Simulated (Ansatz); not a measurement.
# CH5BFN: basis-set convergence

An exercise on one series of results from a longer session: the logs are not shown, and one member is left open.

The runs use Ansatz 0.2.0, Gaussian basis; one geometry, several basis sets.

Plan: PBE0-D4/def2-SVP; ωB97M-V/def2-SVP; PBE0-D4/def2-QZVPP; ωB97M-V/def2-QZVPP; the functionals' def2-TZVPP values are taken from earlier runs.

## Structure used throughout

An earlier PBE0-D4 in a triple-zeta def2 set relaxation fixed the geometry.

SMILES `NBCF`, 9 atoms, charge 0, spin multiplicity 1.

Atoms are counted from 1 here; the program's logs count them from 0.

Bond lengths: N1–B2 1.382 Å, N1–H5 1.004 Å, N1–H6 1.008 Å, B2–C3 1.572 Å, B2–H7 1.199 Å, C3–F4 1.398 Å, C3–H8 1.097 Å, C3–H9 1.097 Å. Angles: B2–N1–H5 124.1°, B2–N1–H6 121.3°, H5–N1–H6 114.6°, N1–B2–C3 119.5°, N1–B2–H7 120.5°, C3–B2–H7 120.1°, B2–C3–F4 112.4°, B2–C3–H8 111.3°, B2–C3–H9 111.3°, F4–C3–H8 107.6°, F4–C3–H9 107.6°, H8–C3–H9 106.5°.

Geometry (Å):

```xyz
9

N    -0.6108    0.9117   -0.8806
B     0.4620    0.4385   -0.1484
C     0.2957   -0.8662    0.7131
F    -0.9906   -1.4060    0.6180
H    -0.5811    1.7366   -1.4529
H    -1.4996    0.4372   -0.8744
H     1.5123    1.0157   -0.1671
H     1.0050   -1.6430    0.4008
H     0.4956   -0.6711    1.7743
```

The first run:

The input, in.yaml:

```yaml
crystal:
  periodic: [false, false, false]
  atoms:
    - {symbol: N, position_ang: [-0.610782, 0.911726, -0.880553]}
    - {symbol: B, position_ang: [0.461967, 0.438533, -0.148352]}
    - {symbol: C, position_ang: [0.295685, -0.866155, 0.713084]}
    - {symbol: F, position_ang: [-0.990557, -1.405981, 0.617997]}
    - {symbol: H, position_ang: [-0.581079, 1.736622, -1.452864]}
    - {symbol: H, position_ang: [-1.499585, 0.437189, -0.874353]}
    - {symbol: H, position_ang: [1.512306, 1.015731, -0.167145]}
    - {symbol: H, position_ang: [1.005023, -1.642954, 0.400807]}
    - {symbol: H, position_ang: [0.495623, -0.671112, 1.774279]}
basis:
  gaussian: {orbitals: def2-SVP}
hamiltonian: {xc: pbe0, dispersion: d4}
output: {orbitals: {seedname: orbitals}}
```

Started as:

```
> ansatz run in.yaml --threads 2 --pin off --events-out ev --progress --plain --max-ram 4352MiB
```

Among the steps run: PBE0-D4 in def2-SVP; ωB97M-V in def2-SVP; PBE0-D4 in def2-QZVPP; ωB97M-V in def2-QZVPP.

One of the session's tables, all rows but one given; the rest of the session is left out.

| functional | basis | HOMO (eV) | LUMO (eV) |
| --- | --- | --- | --- |
| PBE0-D4 | def2-SVP | ? | ? |
| PBE0-D4 | def2-TZVPP | -8.59 | 0.48 |
| PBE0-D4 | def2-QZVPP | -8.62 | 0.38 |
| ωB97M-V | def2-SVP | -10.76 | 2.87 |
| ωB97M-V | def2-TZVPP | -10.99 | 2.21 |
| ωB97M-V | def2-QZVPP | -11.03 | 1.70 |

Estimate the missing values for PBE0-D4, def2-SVP.

As computed: HOMO (eV): -8.39; LUMO (eV): 0.77. In the column «HOMO (eV)» it is the highest.
